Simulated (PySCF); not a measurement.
# C3H6BFO2: the cost of one run

The runs use PySCF 2.14.0, with density-fitted response routines of our own; the level of theory stands in each step. All values are computed, except where a source is named. Atoms are numbered from 0 throughout.

## 1. The starting structure

13 atoms, charge 0, multiplicity 1; geometry from: GFN2-xTB. The atoms were then displaced at random by about 0.01 Å, so the start is not that level's minimum.

Bonds of the start (Å): C0–C1 1.35, C1–O2 1.38, O2–B3 1.32, B3–F4 1.32, B3–O5 1.37, O5–C6 1.41, C0–H7 1.06, C0–H8 1.06, C1–H9 1.09, C6–H10 1.10, C6–H11 1.10, C6–H12 1.06.

## 2. Optimising the geometry at PBE0-D3(BJ)/def2-SVP

Job settings and geometry (Å):

```
{"job": {"xc": "PBE0", "basis": "def2-SVP", "d3": "d3bj", "grid": 1, "shake": 0.01, "kind": "geom"}, "charge": 0, "multiplicity": 1}
C      2.617050    -0.656160    -0.547960
C      1.737410     0.160090     0.064450
O      0.374360    -0.058810     0.005820
B     -0.497620     0.715880     0.628200
F     -0.158840     1.770220     1.347860
O     -1.847050     0.490600     0.563180
C     -2.413270    -0.589480    -0.149290
H      2.277270    -1.476530    -1.122210
H      3.650350    -0.438650    -0.482940
H      2.048340     1.025560     0.653410
H     -3.207000    -0.180370    -0.789370
H     -2.868960    -1.274760     0.573770
H     -1.706220    -1.105040    -0.755240
```

Command:

```bash
> OMP_NUM_THREADS=1 python probes_run.py task.json out
```

One launch serves the whole session: the jobs run in the order shown.

Q: Estimate the wall time and peak memory of this first job on 1 thread of Arm Neoverse V1, shared host.

About 57 s, with a peak of 0.52 GiB.
